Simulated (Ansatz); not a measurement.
# GePH (triplet): RPA-PBE over vertical spin and charge gaps, cc-pVDZ

Aim: run GePH (triplet) with these functionals over vertical spin and charge gaps, and hold them against the top wave-function level at the same points.

Program: Ansatz 0.2.0, Gaussian basis. Level of theory: cc-pVDZ, all electrons in the functionals, frozen cores in the correlation of double hybrids and RPA. These are calculated values, not measurements.

Plan: RPA-PBE, at charge 0, triplet; charge 0, singlet; charge 0, quintet; charge 1, doublet; charge 1, quartet.

6 further runs of the same task are left out: 6 set aside as unsound or not needed.

## 1. What is computed

The geometry is a PBE0/def2-TZVP stationary point (not a proven minimum). No spin-orbit coupling is included. The filled d shell of Ge may be among the frozen orbitals whatever the setting's name suggests; the logs give the count.

3 atoms, charge 0, spin multiplicity 3.

Atoms are counted from 1 here; the program's logs count them from 0.

Bond lengths: Ge1–P2 2.352 Å, P2–H3 1.429 Å. Angles: Ge1–P2–H3 97.4°.

No dispersion term is added.

The geometry shown and the zero of energy belong to the point charge 0, triplet. The yardstick, UCCSDTQ, and other wave-function levels (R restricted, U unrestricted, valence and pair active spaces) come from earlier runs.

## 2. RPA-PBE, charge 0, triplet

in.yaml reads:

```yaml
crystal:
  periodic: [false, false, false]
  atoms:
    - {symbol: Ge, position_ang: [0.000000, 0.017255, 0.720743]}
    - {symbol: P, position_ang: [0.000000, -0.083577, -1.629309]}
    - {symbol: H, position_ang: [0.000000, 1.324792, -1.874064]}
basis:
  gaussian: {orbitals: cc-pVDZ}
magnetization: {spin_polarized: true, initial_magnetization: 2}
hamiltonian: {xc: {name: PBE}}
correlation: {method: rpa, electrons: outside_noble_gas}
```

The run is started by

```sh
> ansatz run in.yaml --threads 1 --pin off --events-out ev --progress --plain --max-ram 4096MiB --backend cpu
```

Standard output:

```text
Functional definition: PBE
  name "PBE"
  cite "Perdew, Burke & Ernzerhof, Phys. Rev. Lett. 77, 3865 (1996) doi:10.1103/PhysRevLett.77.3865"
  parent pbe
  parameter kappa = 0.804
  parameter beta = 0.06672455060314922
  exchange = pbe_x(kappa = kappa, mu = beta*pi^2/3)
  correlation = pbe_c(beta = beta)
567 factors; integrals over basis functions are off by at most 9.3e-4 eV
mean field evaluation 1: about -65806.7129 eV, gradient 8.1e0 eV
mean field evaluation 2: about -65806.7085 eV, gradient 8.1e0 eV
mean field evaluation 4: about -65807.0934 eV, gradient 3.8e0 eV
mean field evaluation 8: about -65807.2409 eV, gradient 5.3e-2 eV
mean field evaluation 16: about -65807.2410 eV, gradient 6.8e-6 eV
mean field evaluation 32: about -65806.0173 eV, gradient 3.0e-2 eV
mean field evaluation 64: about -65806.1145 eV, gradient 7.4e-1 eV
mean field evaluation 96: about -65807.2280 eV, gradient 6.0e-1 eV
mean field evaluation 128: about -65805.9723 eV, gradient 1.3e0 eV
mean field -65807.24095765 eV, -2418.3714994435 hartree, gradient 6.8e-6 eV, S^2 2.004356; 15 other end points of the search recorded, 0 dependent functions left out
19 core orbitals not correlated: weight in the atoms' cores, before any rotation towards them, 0.999 or more for the frozen orbitals, at most 0.000 for the correlated occupied ones
reference -65758.44958273 eV, -2416.5784494872 hartree; 6, 4 occupied and 25, 27 virtual orbitals, 567 factors
Total energy: -65766.93574120 eV, -2416.8903100590 hartree
```

Wall time 9 s (1 thread of AMD EPYC 7R13, shared host).

From the report: ⟨S²⟩ of the determinant 2.004 (pure triplet: 2.00).

## 3. RPA-PBE, charge 0, singlet

in.yaml: that of step 2 with these lines changed.

```diff
@@ -8,3 +8,3 @@
   gaussian: {orbitals: cc-pVDZ}
-magnetization: {spin_polarized: true, initial_magnetization: 2}
+magnetization: {spin_polarized: true, initial_magnetization: 0}
 hamiltonian: {xc: {name: PBE}}
```

The command is unchanged.

Standard output:

```text
Functional definition: PBE
  name "PBE"
  cite "Perdew, Burke & Ernzerhof, Phys. Rev. Lett. 77, 3865 (1996) doi:10.1103/PhysRevLett.77.3865"
  parent pbe
  parameter kappa = 0.804
  parameter beta = 0.06672455060314922
  exchange = pbe_x(kappa = kappa, mu = beta*pi^2/3)
  correlation = pbe_c(beta = beta)
567 factors; integrals over basis functions are off by at most 9.3e-4 eV
mean field evaluation 1: about -65804.9028 eV, gradient 2.0e1 eV
mean field evaluation 2: about -65804.8988 eV, gradient 2.0e1 eV
mean field evaluation 4: about -65808.2943 eV, gradient 3.9e0 eV
mean field evaluation 8: about -65808.4229 eV, gradient 7.5e-2 eV
mean field evaluation 16: about -65808.4225 eV, gradient 3.9e-5 eV
mean field evaluation 32: about -65807.1747 eV, gradient 1.1e-1 eV
mean field evaluation 64: about -65808.4247 eV, gradient 8.5e-2 eV
mean field evaluation 96: about -65808.4221 eV, gradient 9.9e-2 eV
mean field evaluation 128: about -65796.8193 eV, gradient 8.6e0 eV
mean field -65808.42245749 eV, -2418.4149187618 hartree, gradient 2.4e-6 eV, S^2 0.000000; 12 other end points of the search recorded, 0 dependent functions left out
19 core orbitals not correlated: weight in the atoms' cores, before any rotation towards them, 0.999 or more for the frozen orbitals, at most 0.000 for the correlated occupied ones
reference -65758.43217564 eV, -2416.5778097885 hartree; 5, 5 occupied and 26, 26 virtual orbitals, 567 factors
Total energy: -65768.10303690 eV, -2416.9332073848 hartree
```

Wall time 6 s (1 thread of AMD EPYC 7R13, shared host).

From the report: ⟨S²⟩ of the determinant 0.000 (pure singlet: 0.00).

From charge 0, triplet: -1.167 eV.

## 4. RPA-PBE, charge 0, quintet

in.yaml: that of step 3 with these lines changed.

```diff
@@ -8,3 +8,3 @@
   gaussian: {orbitals: cc-pVDZ}
-magnetization: {spin_polarized: true, initial_magnetization: 0}
+magnetization: {spin_polarized: true, initial_magnetization: 4}
 hamiltonian: {xc: {name: PBE}}
```

Same command.

Standard output:

```text
Functional definition: PBE
  name "PBE"
  cite "Perdew, Burke & Ernzerhof, Phys. Rev. Lett. 77, 3865 (1996) doi:10.1103/PhysRevLett.77.3865"
  parent pbe
  parameter kappa = 0.804
  parameter beta = 0.06672455060314922
  exchange = pbe_x(kappa = kappa, mu = beta*pi^2/3)
  correlation = pbe_c(beta = beta)
567 factors; integrals over basis functions are off by at most 9.3e-4 eV
mean field evaluation 1: about -65805.0111 eV, gradient 5.8e0 eV
mean field evaluation 2: about -65805.0082 eV, gradient 5.8e0 eV
mean field evaluation 4: about -65805.2999 eV, gradient 2.5e0 eV
mean field evaluation 8: about -65805.3559 eV, gradient 3.9e-2 eV
mean field evaluation 16: about -65805.3559 eV, gradient 6.9e-6 eV
mean field -65805.35591465 eV, -2418.3022253909 hartree, gradient 1.7e-6 eV, S^2 6.004781; 0 other end points of the search recorded, 0 dependent functions left out
19 core orbitals not correlated: weight in the atoms' cores, before any rotation towards them, 0.998 or more for the frozen orbitals, at most 0.001 for the correlated occupied ones
reference -65757.43685709 eV, -2416.5412325064 hartree; 7, 3 occupied and 24, 28 virtual orbitals, 567 factors
Total energy: -65765.11627365 eV, -2416.8234458599 hartree
```

Wall time 1.4 s (1 thread of AMD EPYC 7R13, shared host).

From the report: ⟨S²⟩ of the determinant 6.005 (pure quintet: 6.00).

From charge 0, triplet: +1.819 eV.

## 5. RPA-PBE, charge 1, doublet

in.yaml: that of step 4 with these lines changed.

```diff
@@ -8,3 +8,4 @@
   gaussian: {orbitals: cc-pVDZ}
-magnetization: {spin_polarized: true, initial_magnetization: 4}
+total_charge: 1
+magnetization: {spin_polarized: true, initial_magnetization: 1}
 hamiltonian: {xc: {name: PBE}}
```

The command is unchanged.

Standard output:

```text
Functional definition: PBE
  name "PBE"
  cite "Perdew, Burke & Ernzerhof, Phys. Rev. Lett. 77, 3865 (1996) doi:10.1103/PhysRevLett.77.3865"
  parent pbe
  parameter kappa = 0.804
  parameter beta = 0.06672455060314922
  exchange = pbe_x(kappa = kappa, mu = beta*pi^2/3)
  correlation = pbe_c(beta = beta)
567 factors; integrals over basis functions are off by at most 9.3e-4 eV
mean field evaluation 1: about -65791.5528 eV, gradient 2.9e1 eV
mean field evaluation 2: about -65791.5490 eV, gradient 2.9e1 eV
mean field evaluation 4: about -65798.7285 eV, gradient 1.2e1 eV
mean field evaluation 8: about -65800.0773 eV, gradient 2.8e-1 eV
mean field evaluation 16: about -65800.0767 eV, gradient 2.0e-4 eV
mean field evaluation 32: about -65799.5588 eV, gradient 2.4e-6 eV
mean field evaluation 64: about -65799.5588 eV, gradient 1.9e-6 eV
mean field evaluation 96: about -65800.0503 eV, gradient 9.7e-1 eV
mean field evaluation 128: about -65792.2129 eV, gradient 8.5e0 eV
mean field -65800.07669868 eV, -2418.1082177826 hartree, gradient 5.0e-6 eV, S^2 0.753005; 10 other end points of the search recorded, 0 dependent functions left out
19 core orbitals not correlated: weight in the atoms' cores, before any rotation towards them, 0.999 or more for the frozen orbitals, at most 0.000 for the correlated occupied ones
reference -65751.44239650 eV, -2416.3209401430 hartree; 5, 4 occupied and 26, 27 virtual orbitals, 567 factors
Total energy: -65759.83537177 eV, -2416.6293762953 hartree
```

Run time: 6 s. Hardware: 1 thread of AMD EPYC 7R13, shared host.

From the report: ⟨S²⟩ of the determinant 0.753 (pure doublet: 0.75).

From charge 0, triplet: +7.100 eV.

## 6. RPA-PBE, charge 1, quartet

in.yaml: that of step 5 with these lines changed.

```diff
@@ -9,3 +9,3 @@
 total_charge: 1
-magnetization: {spin_polarized: true, initial_magnetization: 1}
+magnetization: {spin_polarized: true, initial_magnetization: 3}
 hamiltonian: {xc: {name: PBE}}
```

The command is unchanged.

Standard output:

```text
Functional definition: PBE
  name "PBE"
  cite "Perdew, Burke & Ernzerhof, Phys. Rev. Lett. 77, 3865 (1996) doi:10.1103/PhysRevLett.77.3865"
  parent pbe
  parameter kappa = 0.804
  parameter beta = 0.06672455060314922
  exchange = pbe_x(kappa = kappa, mu = beta*pi^2/3)
  correlation = pbe_c(beta = beta)
567 factors; integrals over basis functions are off by at most 9.3e-4 eV
mean field evaluation 1: about -65796.2011 eV, gradient 1.6e1 eV
mean field evaluation 2: about -65796.1963 eV, gradient 1.6e1 eV
mean field evaluation 4: about -65798.0614 eV, gradient 6.6e0 eV
mean field evaluation 8: about -65798.4961 eV, gradient 8.3e-2 eV
mean field evaluation 16: about -65798.4962 eV, gradient 4.2e-5 eV
mean field evaluation 32: about -65798.4131 eV, gradient 2.4e0 eV
mean field -65798.49615210 eV, -2418.0501337671 hartree, gradient 2.3e-6 eV, S^2 3.754414; 6 other end points of the search recorded, 0 dependent functions left out
19 core orbitals not correlated: weight in the atoms' cores, before any rotation towards them, 0.999 or more for the frozen orbitals, at most 0.001 for the correlated occupied ones
reference -65750.70585326 eV, -2416.2938726781 hartree; 6, 3 occupied and 25, 28 virtual orbitals, 567 factors
Total energy: -65758.31655141 eV, -2416.5735606766 hartree
```

Wall time 3.2 s (1 thread of AMD EPYC 7R13, shared host).

From the report: ⟨S²⟩ of the determinant 3.754 (pure quartet: 3.75).

From charge 0, triplet: +8.619 eV.

## 7. The comparison

The yardstick is UCCSDTQ, where the cluster series has nearly closed. It comes from earlier runs at the same points. Energies in eV, counted from charge 0, triplet; blanks weren't run or aren't comparable.

```tsv
level	triplet to singlet	triplet to quintet	ionisation to the doublet cation	ionisation to the quartet cation
UCCSDTQ	-1.206	1.596	6.995	8.405
RPA-PBE	-1.167	1.819	7.100	8.619
```

Largest miss and mean time a point (UCCSDTQ took 61 s a point; shared hosts):

```tsv
level	largest miss (eV)	where	time a point
RPA-PBE	+0.223	triplet to quintet	5.1 s
```

## 8. Outcome

```
                                 quantity                           value
              triplet to singlet, UCCSDTQ                       -1.206 eV
              triplet to quintet, UCCSDTQ                        1.596 eV
ionisation to the doublet cation, UCCSDTQ                        6.995 eV
ionisation to the quartet cation, UCCSDTQ                        8.405 eV
                    largest miss, RPA-PBE  +0.223 eV (triplet to quintet)
```

In words: RPA-PBE strays by up to 0.223 eV, at triplet to quintet. Functionals and the yardstick converge differently with the basis, so part of each miss in cc-pVDZ is the basis.
